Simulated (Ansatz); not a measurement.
# NiO₂: an internal coordinate against the cell

A grid of calculations on NiO₂ (P-3m1, No. 164; 3 atoms in the cell), to see where the energy is lowest and how it rises around there.

Computed with Ansatz 0.2.0 (DFT LDA, scalar-relativistic, plane waves, PAW, unless a step's input says otherwise).

17 further runs of the same task are left out: 17 set aside as unsound or not needed.

### 1 The starting structure

It takes space group P-3m1 (No. 164, trigonal). The conventional cell has a = 2.763 Å, b = 2.763 Å, c = 4.206 Å, α = 90.00°, β = 90.00°, γ = 120.00°. Ni (site symmetry -3m) is surrounded by 6 O at 1.84 Å. O (site symmetry 3m) is surrounded by 3 Ni at 1.84 Å.

Structure file:

```cif
data_structure
_symmetry_space_group_name_H-M 'P-3m1'
_symmetry_Int_Tables_number 164
_cell_length_a 2.7628
_cell_length_b 2.7628
_cell_length_c 4.2061
_cell_angle_alpha 90.000
_cell_angle_beta 90.000
_cell_angle_gamma 120.000
_cell_volume 27.80
loop_
_atom_site_label
_atom_site_type_symbol
_atom_site_symmetry_multiplicity
_atom_site_Wyckoff_symbol
_atom_site_fract_x
_atom_site_fract_y
_atom_site_fract_z
_atom_site_occupancy
Ni1 Ni 1 b 0.00000 0.00000 0.50000 1
O1 O 2 d 0.66667 0.33333 0.71862 1
```

It goes back to an entry of the Materials Project, which need not be the stable form.

It is the result of an earlier relaxation at this level (volume 9.27 Å³/atom; gap on the mesh: 0.77 eV).

### 2 Setting up the map

Atoms count from 1 in the order of the input.

The energy is mapped over a free internal coordinate and the cell.

- shift of O2 along [0 0 1], its symmetry partners moved as symmetry demands (measured in the relaxed cell): 7 values from −0.15 to 0.15 Å
- c/a of the conventional cell at fixed volume: 7 values from 1.325 to 1.720

Nothing else is relaxed (all other coordinates fixed). Energies count from the relaxed crystal. Points are written as (first, second).

### 3 The run at (0.15 Å, 1.720)

input.yaml

```yaml
crystal:
  lattice:
    - [2.6525108924, 0.0, 0.0]
    - [-1.3262554462, 2.2971418167, 0.0]
    - [0.0, 0.0, 4.5631144882]
  atoms:
    - { symbol: Ni, position: [0.0, 0.0, 0.5] }
    - { symbol: O, position: [0.6666666667, 0.3333333333, 0.7542852723] }
    - { symbol: O, position: [0.3333333333, 0.6666666667, 0.2457147277] }
basis:
  ecutwfc: 520.0
kpoints:
  mp_grid: { grid: [12, 12, 6] }
hamiltonian:
  xc: lda
  pseudopotentials: { kind: paw }
scf:
  occupations: { method: gaussian, width: 0.05 }
output:
  forces: true
  stress: true
  eigenvalues: true
```

Command:

```sh
> ansatz run input.yaml --threads 1 --pin off --max-ram 2048MiB --backend cpu --events-out ev --progress --plain --runs-dir out
```

The session goes on with these runs: the other points that were computed.

What does the calculation give? Wanted: lowest point; highest computed point; band gap on the k-mesh.

As calculated:

```
                   quantity                                                                          value
               lowest point                                                    (0.00 Å, 1.522), 0 meV/atom
     highest computed point                                 (0.15 Å, 1.720), 262 meV/atom above the lowest
band gap on the k-mesh (eV)  0.27 at (0.15 Å, 1.325) to 1.16 at (−0.15 Å, 1.720); 0.77 at the lowest point
        time for all points                                               6.4 min on 1 thread, shared host
```

The lowest computed point is at (0.00 Å, 1.522), which is the relaxed crystal itself. The grid shows no other well, apart from its symmetry copies. The highest computed point, (0.15 Å, 1.720), lies 262 meV/atom above the lowest. Round the minimum the valley is somewhat tilted: raising the first coordinate shifts the best value of the second coordinate downwards (coupling k₁₂/√(k₁₁k₂₂) about 0.2). A rigid map gives upper bounds: relaxing the other coordinates can only lower a point.

The gaps are Kohn-Sham values of a semilocal functional, not quasiparticle or optical gaps. Such gaps usually fall short of the measured ones.
